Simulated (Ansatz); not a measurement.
# SVWN5/STO-3G run of AlClF2 (SMILES [F][Al]([F])[Cl])

What is the electronic atomisation energy of AlClF2 at SVWN5/STO-3G? 

Program for the calculation: Ansatz 0.2.0.

53 further runs of the same task are left out: 4 that didn't finish, 49 set aside as unsound or not needed.

### 1 The structure to begin with

AlClF2 has 4 atoms, charge 0, and is taken as a singlet. As SMILES, `[F][Al]([F])[Cl]`. The coordinates come from a PBE0-D4/def2-TZVP relaxation.

Bond lengths: F1–Al2 1.631 Å, Al2–F3 1.631 Å, Al2–Cl4 2.061 Å. Angles: F1–Al2–F3 119.0°, F1–Al2–Cl4 120.5°, F3–Al2–Cl4 120.5°.

### 2 The energy at SVWN5/STO-3G

File input.yaml:

```yaml
crystal:
  periodic: [false, false, false]
  atoms:
    - {symbol: F, position_ang: [0.997200, 0.721760, 1.149640]}
    - {symbol: Al, position_ang: [0.069280, -0.050750, 0.053570]}
    - {symbol: F, position_ang: [0.273490, -1.653820, -0.164660]}
    - {symbol: Cl, position_ang: [-1.339980, 0.982810, -1.038560]}
basis:
  gaussian: {orbitals: STO-3G}
total_charge: 0
hamiltonian: {xc: {name: SVWN5}}
accuracy: high
```

Launch:

```sh
$ ansatz run input.yaml --threads 1 --pin off --max-ram 3480MiB --events-out events.jsonl --progress --plain --runs-dir runs
```

What it wrote:

```text
Warning: RAYON_NUM_THREADS=1 ignored (pool sized by the plan → 1); use --threads N
Functional definition: SVWN5
  name "SVWN5"
  exchange = slater_x
  correlation = vwn5_c
524 factors; integrals over basis functions are off by at most 2.8e-8 eV
mean field evaluation 1: about -24153.2986 eV, gradient 3.0e1 eV
mean field evaluation 2: about -24143.7779 eV, gradient 6.6e1 eV
mean field evaluation 4: about -24156.7917 eV, gradient 2.3e0 eV
mean field evaluation 8: about -24156.7891 eV, gradient 6.4e-2 eV
mean field evaluation 16: about -24156.7891 eV, gradient 2.0e-9 eV
mean field -24156.78914527 eV, -887.7456270287 hartree, gradient 3.4e-9 eV, S^2 0.000000; 0 other end points of the search recorded, 0 dependent functions left out
reference -24156.78914671 eV, -887.7456270818 hartree; 24, 24 occupied and 4, 4 virtual orbitals, 524 factors
Total energy: -24156.78914671 eV, -887.7456270818 hartree
```

Wall time 0.82 s (1 thread of Arm Neoverse V2, shared host); peak memory 0.1 GiB.

### 3 The Al atom at the same level

File run.yaml:

```yaml
crystal:
  periodic: [false, false, false]
  atoms:
    - symbol: Al
      position_ang: [0.000000, 0.000000, 0.000000]
basis:
  gaussian:
    orbitals: STO-3G
accuracy: high
hamiltonian:
  xc: {name: SVWN5}
magnetization:
  spin_polarized: true
  initial_magnetization: 1
```

Run the same way, it converges to -238.23759 Eh (log not shown).

### 4 The Cl atom

File molecule.yaml:

```yaml
crystal:
  periodic: [false, false, false]
  atoms:
    - {symbol: Cl, position_ang: [0.000000, 0.000000, 0.000000]}
basis:
  gaussian: {orbitals: STO-3G}
magnetization: {spin_polarized: true, initial_magnetization: 1}
accuracy: high
hamiltonian: {xc: {name: SVWN5}}
```

Launch:

```sh
$ ansatz run molecule.yaml --threads 1 --pin off --max-ram 3480MiB --events-out events.jsonl --progress --plain --runs-dir runs
```

What it wrote:

```text
Warning: RAYON_NUM_THREADS=1 ignored (pool sized by the plan → 1); use --threads N
[... 4 set-up lines as earlier in the session ...]
42 factors; integrals over basis functions are off by at most 4.6e-9 eV
mean field evaluation 1: about -12342.4192 eV, gradient 1.2e-2 eV
mean field evaluation 2: about -12342.4192 eV, gradient 1.2e-2 eV
mean field evaluation 4: about -12342.4192 eV, gradient 6.1e-2 eV
mean field evaluation 8: about -12342.4192 eV, gradient 1.9e-11 eV
mean field evaluation 16: about -12342.4192 eV, gradient 6.1e-2 eV
mean field -12342.41923859 eV, -453.5755410260 hartree, gradient 1.4e-13 eV, S^2 0.750000; 1 other end points of the search recorded, 0 dependent functions left out
reference -12342.41923949 eV, -453.5755410589 hartree; 9, 8 occupied and 0, 1 virtual orbitals, 42 factors
Total energy: -12342.41923949 eV, -453.5755410589 hartree
```

It took 0.28 s on 1 thread of Arm Neoverse V2, shared host.

### 5 The F atom

File molecule.yaml:

```yaml
crystal:
  periodic: [false, false, false]
  atoms:
    - {symbol: F, position_ang: [0.000000, 0.000000, 0.000000]}
basis:
  gaussian:
    orbitals: STO-3G
accuracy: high
magnetization:
  spin_polarized: true
  initial_magnetization: 1
hamiltonian:
  xc: {name: SVWN5}
```

Run the same way, it converges to -97.58875 Eh (log not shown).

### 6 Summary of results

Level: SVWN5/STO-3G.

| quantity | value |
| --- | --- |
| molecule: total energy | -887.74563 Eh |
| Al atom: total energy | -238.23759 Eh |
| Al atom: ⟨S²⟩ | 0.750 |
| Cl atom: total energy | -453.57554 Eh |
| Cl atom: ⟨S²⟩ | 0.750 |
| F atom: total energy | -97.58875 Eh |
| F atom: ⟨S²⟩ | 0.750 |
| electronic atomisation energy | 20.545 eV |

In words: Taking the molecule apart into free atoms costs 20.54 eV (1982 kJ/mol), before zero-point energy and without spin-orbit coupling. In a minimal basis such a difference can be off by several eV, whatever the method.
